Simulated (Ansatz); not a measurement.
# BeCd3Te4: the cost of one run

Method: DFT PBE, scalar-relativistic, plane waves, PAW, unless a step names another level, in Ansatz 0.2.0.

5 further runs of the same task are left out: 5 that didn't finish.

**1. The starting structure**

The structure is orthorhombic, space group Pmn2_1 (No. 31). The conventional cell has a = 8.978 Å, b = 7.771 Å, c = 7.394 Å, α = 90.00°, β = 90.00°, γ = 90.00°. Around Be (site symmetry m) lie 4 Te at 2.46 to 2.48 Å. Around Cd (site symmetry 1) lie 4 Te at 2.85 to 2.86 Å. Around Cd (site symmetry m) lie 4 Te at 2.85 to 2.89 Å. Around Te (site symmetry m) lie 1 Be at 2.46 Å and 3 Cd at 2.85 to 2.87 Å. Around Te (site symmetry m) lie 1 Be at 2.47 Å and 3 Cd at 2.85 Å. Te (site symmetry 1) has 1 Be at 2.48 Å and 3 Cd at 2.86 to 2.89 Å as nearest neighbours.

Coordinates:

```cif
data_structure
_symmetry_space_group_name_H-M 'Pmn2_1'
_symmetry_Int_Tables_number 31
_cell_length_a 8.9781
_cell_length_b 7.7711
_cell_length_c 7.3942
_cell_angle_alpha 90.000
_cell_angle_beta 90.000
_cell_angle_gamma 90.000
_cell_volume 515.89
loop_
_atom_site_label
_atom_site_type_symbol
_atom_site_symmetry_multiplicity
_atom_site_Wyckoff_symbol
_atom_site_fract_x
_atom_site_fract_y
_atom_site_fract_z
_atom_site_occupancy
Be1 Be 2 a 0.50000 0.17138 0.49716 1
Cd1 Cd 4 b 0.75214 0.32922 0.00144 1
Cd2 Cd 2 a 0.00000 0.15356 0.49861 1
Te1 Te 2 a 0.00000 0.12729 0.88548 1
Te2 Te 2 a 0.50000 0.17722 0.83153 1
Te3 Te 4 b 0.27339 0.31965 0.38717 1
```

It came out lowest among 26 distinct ends of the trial cells. At a tolerance of 0.02 Å it has space group Pmn2_1 (No. 31).

**2. Kick test: the unmoved cell on a coarse mesh**

The input, input.yaml:

```yaml
crystal:
  lattice:
    - [0.0, 0.0, -7.3941967735]
    - [0.0, -7.7711169627, 0.0]
    - [-8.9781203457, 0.0, 0.0]
  atoms:
    - { symbol: Be, position: [0.5028431653, 0.8286163885, 0.5] }
    - { symbol: Be, position: [0.0028431653, 0.1713836115, 0.0] }
    - { symbol: Cd, position: [0.9985572062, 0.6707775792, 0.2478605022] }
    - { symbol: Cd, position: [0.9985572062, 0.6707775792, 0.7521394978] }
    - { symbol: Cd, position: [0.5013949141, 0.8464382269, 0.0] }
    - { symbol: Cd, position: [0.4985572062, 0.3292224208, 0.7478605022] }
    - { symbol: Cd, position: [0.4985572062, 0.3292224208, 0.2521394978] }
    - { symbol: Cd, position: [0.0013949141, 0.1535617731, 0.5] }
    - { symbol: Te, position: [0.1145213906, 0.8727115754, 0.0] }
    - { symbol: Te, position: [0.1684709331, 0.8227765119, 0.5] }
    - { symbol: Te, position: [0.6128275923, 0.680348159, 0.7266089971] }
    - { symbol: Te, position: [0.6128275923, 0.680348159, 0.2733910029] }
    - { symbol: Te, position: [0.6145213906, 0.1272884246, 0.5] }
    - { symbol: Te, position: [0.6684709331, 0.1772234881, 0.0] }
    - { symbol: Te, position: [0.1128275923, 0.319651841, 0.2266089971] }
    - { symbol: Te, position: [0.1128275923, 0.319651841, 0.7733910029] }
basis:
  ecutwfc: 420
kpoints:
  mp_grid: { grid: [2, 2, 2] }
hamiltonian:
  xc: pbe
scf:
  occupations: { method: gaussian, width: 0.1 }
  lower_state_search: "off"
output:
  forces: true
  stress: true
  eigenvalues: true
```

On the command line:

```sh
$ ansatz run input.yaml --threads 1 --pin off --max-ram 2560MiB --backend cpu --events-out ev --progress --plain --runs-dir out
```

Q: Estimate wall time and peak memory on 1 thread of Intel Xeon Platinum 8259CL at 2.50GHz (Skylake/Cascade Lake), shared host.

About 38 s, with a peak of 1.1 GiB.
